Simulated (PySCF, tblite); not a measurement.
**C3H8BrOSi radical: geometry, infrared bands and EPR parameters**

Wanted: the infrared bands and EPR parameters of C3H8BrOSi radical (`C[CH]CO[SiH2]Br`), by calculation.

Programs: tblite 0.8.0 and PySCF 2.14.0, with density-fitted response routines of our own. Each step states its level of theory. These are calculated values for one molecule in the gas phase, unless marked as measured. Atoms are numbered from 0 throughout.

### Step 1. The molecule as given

14 atoms, charge 0, multiplicity 2; geometry from: force field or distance geometry start.

Bonds of the start (Å): C0–C1 1.49, C1–C2 1.47, C2–O3 1.43, O3–Si4 1.66, Si4–Br5 2.22, C0–H6 1.10, C0–H7 1.09, C0–H8 1.09, C1–H9 1.10, C2–H10 1.10, C2–H11 1.10, Si4–H12 1.48, Si4–H13 1.47.

### Step 2. Optimising the geometry with GFN2-xTB

The job: settings as JSON, then the geometry in Å.

```
{"job": {"kind": "relax", "xc": "GFN2-xTB", "basis": "xTB"}, "charge": 0, "multiplicity": 2}
C      2.177700     0.645600     0.028200
C      1.375900    -0.544300     0.418500
C      0.028300    -0.762500    -0.131600
O     -0.847800     0.170700     0.494800
Si    -2.448700     0.178700     0.066000
Br    -2.650900     1.269300    -1.858300
H      1.798600     1.543000     0.538900
H      3.226700     0.514300     0.301800
H      2.120000     0.808800    -1.050000
H      1.657600    -1.087400     1.331300
H      0.037700    -0.607400    -1.222800
H     -0.297600    -1.793500     0.071800
H     -2.930200    -1.211700    -0.109000
H     -3.247900     0.861000     1.098100
```

Command:

```sh
> OMP_NUM_THREADS=1 python probes_run.py task.json out
```

One launch serves the whole session: the jobs run in the order shown.

The log of the run:

```text
step      E/eV     max force
  0    -555.14723    1.803
  1    -555.21436    0.777
  2    -555.24206    0.487
  3    -555.25170    0.279
  4    -555.26035    0.312
  5    -555.26618    0.334
  6    -555.27506    0.290
  7    -555.28357    0.288
  8    -555.29197    0.207
  9    -555.29785    0.216
 10    -555.30284    0.216
 11    -555.30715    0.228
 12    -555.31168    0.254
 13    -555.31600    0.197
 14    -555.31939    0.141
 15    -555.32207    0.146
 16    -555.32490    0.172
 17    -555.32769    0.194
 18    -555.33003    0.137
 19    -555.33206    0.116
 20    -555.33413    0.169
 21    -555.33672    0.204
 22    -555.34001    0.200
 23    -555.34339    0.144
 24    -555.34599    0.135
 25    -555.34781    0.125
 26    -555.34929    0.096
 27    -555.35040    0.081
 28    -555.35119    0.065
 29    -555.35183    0.070
 30    -555.35248    0.080
 31    -555.35332    0.081
 32    -555.35450    0.103
 33    -555.35590    0.098
 34    -555.35709    0.083
 35    -555.35792    0.059
 36    -555.35856    0.066
 37    -555.35904    0.058
 38    -555.35941    0.055
 39    -555.35973    0.032
 40    -555.36001    0.043
 41    -555.36021    0.046
 42    -555.36045    0.041
 43    -555.36064    0.032
 44    -555.36080    0.031
 45    -555.36100    0.047
 46    -555.36131    0.066
 47    -555.36169    0.067
 48    -555.36203    0.043
 49    -555.36227    0.037
 50    -555.36247    0.043
 51    -555.36270    0.058
 52    -555.36300    0.056
 53    -555.36327    0.037
 54    -555.36343    0.039
 55    -555.36352    0.031
 56    -555.36362    0.029
 57    -555.36370    0.020
 58    -555.36375    0.014
 59    -555.36378    0.014
 60    -555.36381    0.017
 61    -555.36386    0.022
 62    -555.36392    0.019
 63    -555.36397    0.018
 64    -555.36399    0.018
 65    -555.36401    0.014
 66    -555.36404    0.012
 67    -555.36406    0.011
 68    -555.36409    0.011
 69    -555.36410    0.010
 70    -555.36411    0.011
 71    -555.36413    0.012
 72    -555.36414    0.011
 73    -555.36416    0.012
 74    -555.36419    0.015
 75    -555.36423    0.017
 76    -555.36431    0.022
 77    -555.36445    0.028
 78    -555.36462    0.038
 79    -555.36481    0.045
 80    -555.36503    0.046
 81    -555.36534    0.042
 82    -555.36589    0.056
 83    -555.36651    0.069
 84    -555.36707    0.061
 85    -555.36612    0.274
 86    -555.36614    0.234
 87    -555.36867    0.102
 88    -555.37008    0.081
 89    -555.37126    0.081
 90    -555.37237    0.227
 91    -555.37461    0.076
 92    -555.37610    0.071
 93    -555.37788    0.161
 94    -555.37907    0.082
 95    -555.38031    0.050
 96    -555.38159    0.148
 97    -555.38260    0.062
 98    -555.38308    0.045
 99    -555.38340    0.055
100    -555.38364    0.045
101    -555.38396    0.046
102    -555.38422    0.065
103    -555.38442    0.039
104    -555.38474    0.029
105    -555.38485    0.031
106    -555.38494    0.023
107    -555.38504    0.021
108    -555.38510    0.023
109    -555.38517    0.018
110    -555.38520    0.014
111    -555.38522    0.012
112    -555.38524    0.011
113    -555.38526    0.011
114    -555.38527    0.008
```

Wall time 0.92 s (1 thread of Intel Xeon at 2.70GHz, shared host).

Along the way: (not every step is listed)

```
step  energy from step 0 (eV)  largest force (eV/Å)
   0                   0.0000                1.8026
   1                  -0.0671                0.7769
   2                  -0.0948                0.4875
   3                  -0.1045                0.2791
   4                  -0.1131                0.3124
   5                  -0.1189                0.3341
   6                  -0.1278                0.2901
   7                  -0.1363                0.2882
   8                  -0.1447                0.2067
  18                  -0.1828                0.1373
  28                  -0.2040                0.0649
  38                  -0.2122                0.0548
  48                  -0.2148                0.0430
  58                  -0.2165                0.0142
  68                  -0.2169                0.0110
  78                  -0.2174                0.0381
  88                  -0.2228                0.0812
  98                  -0.2358                0.0453
 108                  -0.2379                0.0226
 109                  -0.2379                0.0182
 110                  -0.2380                0.0145
 111                  -0.2380                0.0119
 112                  -0.2380                0.0112
 113                  -0.2380                0.0107
 114                  -0.2380                0.0083
```

Distances of close pairs at the start and the end, largest changes first:

```
   bond  before (Å)  after (Å)  change (Å)
 O3–Si4       1.657      1.600      -0.058
Si4–H13       1.473      1.445      -0.028
Si4–H12       1.482      1.455      -0.027
  C1–H9       1.099      1.077      -0.021
  C0–C1       1.487      1.473      -0.014
  C2–O3       1.425      1.438      +0.013
 C2–H10       1.102      1.094      -0.008
  C0–H8       1.092      1.088      -0.004
```

The end geometry stands in the next job.

### Step 3. Vibrational analysis with GFN2-xTB

The job: settings as JSON, then the geometry in Å.

```
{"job": {"kind": "ir", "xc": "GFN2-xTB", "basis": "xTB"}, "charge": 0, "multiplicity": 2}
C      1.844833     0.761833    -0.121700
C      1.292271    -0.444949     0.517341
C      0.127308    -1.157507    -0.029199
O     -1.082073    -0.690947     0.593868
Si    -2.320122     0.178579     0.074269
Br    -1.585848     1.692619    -1.370696
H      1.503536     1.671942     0.386682
H      2.934261     0.767639    -0.054952
H      1.542977     0.837715    -1.163808
H      1.607009    -0.690716     1.518093
H      0.051315    -1.009006    -1.110863
H      0.165196    -2.230383     0.191428
H     -3.287730    -0.588313    -0.694885
H     -2.793613     0.886088     1.242256
```

The log of the run:

```text
mode    cm-1     km/mol
  1     -21.5      4.49
  2      39.6      5.52
  3      68.7      1.71
  4      82.9      0.08
  5     113.1     10.97
  6     266.5     10.52
  7     324.9      5.11
  8     401.1      0.60
  9     419.7     17.23
 10     533.4     97.54
 11     536.0     35.37
 12     594.3     27.61
 13     716.1    118.18
 14     767.6    416.74
 15     793.6    204.91
 16     913.5     11.89
 17     930.9     25.72
 18     977.0      0.61
 19    1043.7    324.14
 20    1133.9      2.20
 21    1181.4      1.86
 22    1232.4     25.64
 23    1306.8     14.41
 24    1353.1      3.21
 25    1390.6     16.77
 26    1442.8     20.17
 27    1457.1     10.06
 28    1470.1     12.33
 29    2325.5    246.03
 30    2413.0    205.35
 31    2894.7     11.20
 32    2913.2     39.89
 33    2931.3     35.40
 34    2978.6     19.11
 35    3040.1     20.82
 36    3105.5     32.86
```

Wall time 0.55 s (1 thread of Intel Xeon at 2.70GHz, shared host).

The strongest bands and the atoms that carry them (share of the mass-weighted mode):

```
cm⁻¹  km/mol                                  atoms
 533    97.5   H13 24 %, H9 22 %, C1 17 %, H12 17 %
 716   118.2   H12 42 %, C2 27 %, H13 12 %, O3 12 %
 768   416.7                     H12 51 %, H13 33 %
 794   204.9  H13 28 %, H12 23 %, Si4 23 %, C2 14 %
1044   324.1             O3 59 %, C2 15 %, Si4 14 %
2326   246.0                               H12 96 %
2413   205.3                               H13 96 %
2913    39.9                               H11 92 %
```

### Step 4. EPR parameters: B3LYP/def2-TZVP-core+pcH-1

The job, as its differences from that of step 3:

```diff
@@ -1,2 +1,2 @@
-{"job": {"kind": "ir", "xc": "GFN2-xTB", "basis": "xTB"}, "charge": 0, "multiplicity": 2}
+{"job": {"kind": "epr", "basis": "pcH-1"}, "charge": 0, "multiplicity": 2}
 C      1.844833     0.761833    -0.121700
```

Level: UKS B3LYP, def2-TZVP-core on Br, pcH-1 on C H O Si, non-relativistic, mean-field spin-orbit, GIAO.

The log of the run:

```text
UKS, coarse grid
  cycle   1  E = -3057.95796879  |g| = 1.65e+00
  cycle   2  E = -3057.70178312  |g| = 1.12e+00
  cycle   3  E = -3057.88648407  |g| = 8.04e-01
  cycle   4  E = -3058.09490795  |g| = 9.03e-02
  cycle   5  E = -3058.09635919  |g| = 4.14e-02
  cycle   6  E = -3058.09710341  |g| = 8.36e-03
  cycle   7  E = -3058.09713107  |g| = 2.02e-03
  cycle   8  E = -3058.09713503  |g| = 8.03e-04
UKS, final grid
  cycle   1  E = -3058.09714809  |g| = 6.78e-04
  cycle   2  E = -3058.09714807  |g| = 8.17e-04
  cycle   3  E = -3058.09714823  |g| = 5.23e-05
  cycle   4  E = -3058.09714823  |g| = 4.48e-05
  cycle   5  E = -3058.09714823  |g| = 1.91e-05
E = -3058.09714823 Eh   <S^2> = 0.7537 (exact 0.7500)
g shifts (ppm)      1          2          3
  rmc          -154       -154       -154
  gc             21         24         30
  oz_so        -186        716       1513
  total        -319        586       1389
hyperfine (MHz)  atom isotope    a_iso     a_fc   dipolar eigenvalues
    0   13C     -31.75     -31.77     -2.82      0.45      2.37
    1   13C      96.35      96.43    -80.05    -79.25    159.30
    2   13C     -10.01     -10.01     -1.88     -0.39      2.27
    3   17O     -88.75     -88.70    -16.48      7.87      8.61
    4  29Si      -4.32      -4.31     -3.73      1.74      1.99
    5  79Br      -0.12      -0.17     -1.91     -0.85      2.76
    6    1H     151.98     151.98     -5.50     -2.95      8.45
    7    1H      80.39      80.39     -5.22     -4.36      9.58
    8    1H      10.19      10.19     -4.73     -4.00      8.74
    9    1H     -59.23     -59.25    -37.39     -1.46     38.86
   10    1H       5.05       5.06     -6.23     -3.89     10.12
   11    1H      31.51      31.52     -6.86     -3.11      9.97
   12    1H       2.99       2.99     -0.93     -0.72      1.65
   13    1H       1.99       1.99     -1.09     -0.91      2.00
```

It took 3.2 min on 1 thread of Intel Xeon at 2.70GHz, shared host; peak memory 1.3 GiB.

Principal g values 2.00200, 2.00291, 2.00371; g(iso) = 2.00287, against 2.00232 for a free electron.

Mean a(iso) over the nuclei that a row names, and the largest dipolar term of the row (other rows stand at the frozen geometry):

```
    nuclei  isotope  a(iso) (MHz)  a(iso) (G, at g = 2.0023)  largest dipolar term (MHz)
        C1      13C          96.3                       34.4                       159.3
        O3      17O         -88.7                      -31.7                       -16.5
H6, H7, H8       1H          80.9                       28.9                         9.6
        H9       1H         -59.2                      -21.1                        38.9
        C0      13C         -31.8                      -11.3                        -2.8
  H10, H11       1H          18.3                        6.5                        10.1
        C2      13C         -10.0                       -3.6                         2.3
       Si4     29Si          -4.3                       -1.5                        -3.7
  H12, H13       1H           2.5                        0.9                         2.0
       Br5     79Br          -0.1                        0.0                         2.8
```

Mulliken spin populations:

C0 -0.08; C1 1.01; C2 -0.04; O3 0.04; Si4 0.01; Br5 0.00; H6 0.06; H7 0.03; H8 0.00; H9 -0.04; H10 0.00; H11 0.01; H12 0.00; H13 0.00

In first order the couplings over 0.8 MHz of 1H give 72 distinct lines over 122.5 G, if the averaged nuclei exchange fast.

The fields below are evaluated on a grid from the run's orbitals.

ELF in a plane through or near 5 of the atoms.

Ten even steps from '0' (0.00) to '9' (1.00):
```
0000000000000000000000000000
0000000000000000000000000000
0000000000000000000000000000
0000000000000441000000000000
0000000000002982000000000000
0000000011002871000000000000
0000000146522541464000000000
0000000157757547885102320000
0000000026247867286247751000
0000145327636537871138862000
0000699984773003517716630000
0000799982352000212402210000
0000389758973014576421000000
0000012138972057776520000000
0000000014520068887631000000
0000000000100067888741000000
0000000000000035666531000000
0000000000000012333210000000
0000000000000000000000000000
0000000000000000000000000000
```
The map spans 11.9 Å across and 9.6 Å up, centred on the molecule. Atoms in the plane (x, y in Å): C0 (-1.9, -0.7), C1 (-1.3, 0.6), O3 (1.1, 0.8), Si4 (2.3, -0.3), H7 (-3.0, -0.6).

On the surface of density 0.002 e/bohr³ the electrostatic potential runs, from the 1st to the 99th percentile, from -0.92 V near O3 to 1.22 V near H12.

The spin density lies nearest to C1 66 %; H9 9 %; H6 6 %.

### Step 5. Summary of results

| quantity | value |
| --- | --- |
| strongest single infrared mode (GFN2-xTB) | 768 cm⁻¹, 417 km/mol |
| zero-point energy (GFN2-xTB) | 63.0 kcal/mol |
| g(iso) (B3LYP) | 2.00287 |
| ⟨S²⟩ | 0.754 (exact 0.75) |
| largest a(iso) (averaged by class) | 13C on C1, 96.3 MHz |
| surface potential, 1st and 99th percentile | -0.92 V and 1.22 V |

In words: The optimisation took 114 steps and gained 0.238 eV; among the close pairs (by a distance rule), O3–Si4 changed most, from 1.657 to 1.600 Å. The lowest mode is imaginary (22i cm⁻¹), so the xTB geometry is not a minimum. The strongest single mode, at 768 cm⁻¹, moves mainly H12 and H13. Unscaled tight-binding wavenumbers are off by several per cent, some by more. Its intensities can rank the bands wrongly. Most of the unpaired spin sits on C1 (1.01 e). The isotropic g lies 0.6 ppt above the free-electron value. The hyperfine terms hold no scalar relativity, which the heavier nuclei need.
